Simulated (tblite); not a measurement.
# C3H12OSSi2: the cost of one run

Computed with tblite 0.8.0 (tight binding) and PySCF 2.14.0 (DFT, with response routines of our own); each step states its level. Atoms count from 0 throughout.

## 1. The molecule as given

19 atoms, charge 0, multiplicity 1; geometry from: MMFF94s geometry.

Bonds of the start (Å): C0–C1 1.51, C0–H7 1.10, C0–H8 1.10, C0–H9 1.11, C1–H10 1.09, C1–H11 1.11, C1–O2 1.44, C6–H16 1.10, C6–H17 1.09, C6–H18 1.10, O2–Si3 1.65, S5–C6 1.81, Si3–H12 1.49, Si3–H13 1.49, Si3–Si4 2.31, Si4–H14 1.49, Si4–H15 1.49, Si4–S5 2.15.

## 2. GFN2-xTB relaxation, conformer 1

The job: settings as JSON, then the geometry in Å.

```
{"job": {"xc": "GFN2-xTB", "basis": "xTB", "kind": "relax"}, "charge": 0, "multiplicity": 1}
C     -3.281300     0.617300     0.126700
C     -2.752000    -0.609600    -0.582400
O     -1.326300    -0.506900    -0.716300
Si    -0.328100    -1.408200     0.236600
Si     1.857400    -0.668000     0.159400
S      2.068000     1.330700     0.931700
C      3.820800     1.695700     0.655000
H     -2.995300     1.532700    -0.408300
H     -2.875400     0.703300     1.140400
H     -4.385000     0.579300     0.198300
H     -3.179000    -0.673800    -1.581200
H     -3.055200    -1.528300    -0.039500
H     -0.418700    -2.828100    -0.198400
H     -0.840400    -1.374200     1.636600
H      2.375400    -0.647200    -1.240500
H      2.751700    -1.542000     0.966400
H      4.453900     0.985400     1.201700
H      4.059100     1.649400    -0.407500
H      4.040700     2.701600     1.032100
```

Started as:

```sh
$ OMP_NUM_THREADS=1 python ens_run.py task.json out
```

The driver reads the study from task.json and runs its stages one after another.

**Question.** How long does this first job take on 1 thread of Arm Neoverse V1, shared host?

About 2.8 s.
